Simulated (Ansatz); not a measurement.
# CH9GeN: the cost of one run

Method: PBE0-D4/def2-SVP; program: Ansatz 0.2.0, Gaussian basis.

**1. The starting structure**

The start, a first-order saddle point found at PBE0-D4 in triple zeta: 12 atoms, charge 0, spin multiplicity 1.

Atoms are counted from 1 here; the program's logs count them from 0.

Bond lengths: Ge1–N2 1.989 Å, Ge1–H4 1.575 Å, Ge1–H5 1.530 Å, Ge1–H6 1.531 Å, N2–C3 1.459 Å, N2–H7 1.174 Å, N2–H9 1.017 Å, C3–H10 1.092 Å, C3–H11 1.093 Å, C3–H12 1.091 Å. Angles: N2–Ge1–H4 93.4°, N2–Ge1–H5 115.1°, N2–Ge1–H6 114.8°, H4–Ge1–H5 105.3°, H4–Ge1–H6 104.9°, H5–Ge1–H6 118.7°, Ge1–N2–C3 115.4°, Ge1–N2–H7 79.3°, Ge1–N2–H9 113.9°, C3–N2–H7 113.7°, C3–N2–H9 112.5°, H7–N2–H9 118.4°, N2–C3–H10 111.7°, N2–C3–H11 108.0°, N2–C3–H12 111.0°, H10–C3–H11 108.7°, H10–C3–H12 109.0°, H11–C3–H12 108.3°.

Geometry (Å):

```xyz
12
charge 0, multiplicity 1
Ge   -0.8475    0.9621    0.6688
N     0.4843    0.1293   -0.5513
C     0.3848   -1.3198   -0.6916
H    -2.0366    0.7695   -0.3455
H    -0.7082    2.4750    0.8466
H    -1.2241    0.1110    1.8839
H     1.1794    0.4721    0.3303
H     1.1000    0.8911    1.4412
H     0.5725    0.6015   -1.4476
H    -0.5833   -1.6212   -1.0982
H     0.5028   -1.7650    0.2999
H     1.1758   -1.7058   -1.3364
```

**2. Dynamics**

md/in.yaml

```yaml
crystal:
  periodic: [false, false, false]
  atoms:
    - {symbol: Ge, position_ang: [-0.847545, 0.962094, 0.668761]}
    - {symbol: N, position_ang: [0.484297, 0.129348, -0.551272]}
    - {symbol: C, position_ang: [0.384763, -1.319804, -0.691613]}
    - {symbol: H, position_ang: [-2.036571, 0.769537, -0.345480]}
    - {symbol: H, position_ang: [-0.708171, 2.474989, 0.846629]}
    - {symbol: H, position_ang: [-1.224122, 0.110986, 1.883858]}
    - {symbol: H, position_ang: [1.179435, 0.472139, 0.330291]}
    - {symbol: H, position_ang: [1.100041, 0.891140, 1.441188]}
    - {symbol: H, position_ang: [0.572450, 0.601496, -1.447649]}
    - {symbol: H, position_ang: [-0.583255, -1.621179, -1.098237]}
    - {symbol: H, position_ang: [0.502848, -1.765013, 0.299925]}
    - {symbol: H, position_ang: [1.175828, -1.705832, -1.336401]}
basis:
  gaussian: {orbitals: def2-SVP}
hamiltonian: {xc: pbe0, dispersion: d4}
md: {n_steps: 40, timestep: 0.5, temperature: 100, ensemble: nve, seed: 942, initial_velocities: maxwell_boltzmann}
```

Command:

```
$ ansatz run in.yaml --threads 4 --pin off --events-out ev --progress --plain --max-ram 9574MiB
```

**Question.** How long does this run take on 4 threads of AMD EPYC 9R45, shared host?

About 23 s.
